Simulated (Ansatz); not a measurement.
# CH₃ClO₂Si: how energies converge with the basis set

Aim: see how fast density functionals converge with the basis set for CH₃ClO₂Si.

Computed with Ansatz 0.2.0, Gaussian basis. Level: one geometry, several basis sets.

Levels to be run: PBE0-D4/def2-SVP; ωB97M-V/def2-SVP; PBE0-D4/def2-QZVPP; ωB97M-V/def2-QZVPP; the functionals' def2-TZVPP values are taken from earlier runs.

## 1. Structure used throughout

All runs share one geometry, relaxed beforehand with PBE0-D4 in a triple-zeta def2 set.

8 atoms, charge 0, spin multiplicity 1.

Atoms are counted from 1 here; the program's logs count them from 0.

Bond lengths: O1–C2 1.208 Å, C2–Si3 1.921 Å, C2–H6 1.112 Å, Si3–O4 1.624 Å, Si3–Cl5 2.050 Å, Si3–H7 1.476 Å, O4–H8 0.964 Å. Angles: O1–C2–Si3 117.3°, O1–C2–H6 119.8°, Si3–C2–H6 122.9°, C2–Si3–O4 105.0°, C2–Si3–Cl5 105.5°, C2–Si3–H7 115.3°, O4–Si3–Cl5 113.4°, O4–Si3–H7 110.2°, Cl5–Si3–H7 107.4°, Si3–O4–H8 113.7°.

## 2. PBE0-D4 in def2-SVP

The input, in.yaml:

```yaml
crystal:
  periodic: [false, false, false]
  atoms:
    - {symbol: O, position_ang: [0.682025, 0.663964, 1.688351]}
    - {symbol: C, position_ang: [-0.032419, 0.978408, 0.765931]}
    - {symbol: Si, position_ang: [-0.321869, -0.331045, -0.609600]}
    - {symbol: O, position_ang: [0.397222, -1.681068, -0.064254]}
    - {symbol: Cl, position_ang: [0.559773, 0.438081, -2.292877]}
    - {symbol: H, position_ang: [-0.459971, 2.004506, 0.723254]}
    - {symbol: H, position_ang: [-1.735415, -0.601739, -0.937043]}
    - {symbol: H, position_ang: [1.002654, -1.528207, 0.670438]}
basis:
  gaussian: {orbitals: def2-SVP}
hamiltonian: {xc: pbe0, dispersion: d4}
output: {orbitals: {seedname: orbitals}}
```

Run with:

```sh
$ ansatz run in.yaml --threads 2 --pin off --events-out ev --progress --plain --max-ram 4352MiB
```

After this run come: ωB97M-V in def2-SVP; PBE0-D4 in def2-QZVPP; ωB97M-V in def2-QZVPP.

Before running them: what should the planned runs give, taken together? Wanted: PBE0-D4: double and triple zeta above quadruple; ωB97M-V: double and triple zeta above quadruple.

As calculated:

| quantity | value |
| --- | --- |
| PBE0-D4: double and triple zeta above quadruple | 14.47, 0.93 eV |
| ωB97M-V: double and triple zeta above quadruple | 14.53, 0.88 eV |

PBE0-D4 gains 13.54 eV from double to triple zeta, then 0.93 eV more. These are total energies; as a rule much of such shifts cancels in differences, which this series doesn't test.
